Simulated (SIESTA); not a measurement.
## TiPd3 under changes of volume

One of the cells (14.214 Å³/atom); the others are scaled copies at fixed shape and fractional positions:

```
Pd Ti
1.0
     3.84530    0.00000    0.00000
     0.00000    3.84530    0.00000
     0.00000    0.00000    3.84530
Pd Ti
3 1
Direct
  0.50000 0.50000 0.00000
  0.50000 0.00000 0.50000
  0.00000 0.50000 0.50000
  0.00000 0.00000 0.00000
```

| Quantity | Value |
| --- | --- |
| Program | SIESTA 5.4.2 |
| Functional | PBEsol |
| Potentials or basis | PseudoDojo 0.4 standard (PBEsol files) |
| Basis | DZP (energy shift 0.003 Ry; two zetas on semicore shells) |
| Grid cutoff | 800 Ry |
| Energy shift | 0.003 Ry |
| k mesh | 7 × 7 × 7 |
| Occupations | fermi-dirac, width 0.05 eV |
| Spin | no spin polarisation |

```tsv
volume (Å³/atom)	energy over the lowest point (meV/atom)	pressure (GPa)
13.100	?	?
13.378	62.18	20.0
13.657	32.82	13.9
14.214	3.08	3.9
14.493	0.00	-0.3
14.772	4.14	-4.3
```

**Question.** What does the run at 13.100 Å³/atom give?

**Answer.** Energy over the lowest point 102.72 meV/atom; pressure 26.7 GPa.

Worked out: A Birch-Murnaghan fit of order 3 (a polynomial in V^(-2/3)) to the other rows has its minimum at 14.46 Å³/atom with B0 = V·E''(V) = 206 GPa and B' = 5.5. It gives 102.55 meV/atom at 13.100 Å³/atom, against the run's 102.72, and -dE/dV = 26.8 GPa, against 26.7.

Energies are extrapolated to zero smearing.

Caveats: the basis of atomic orbitals isn't converged, which shifts pressures, moduli and gaps.
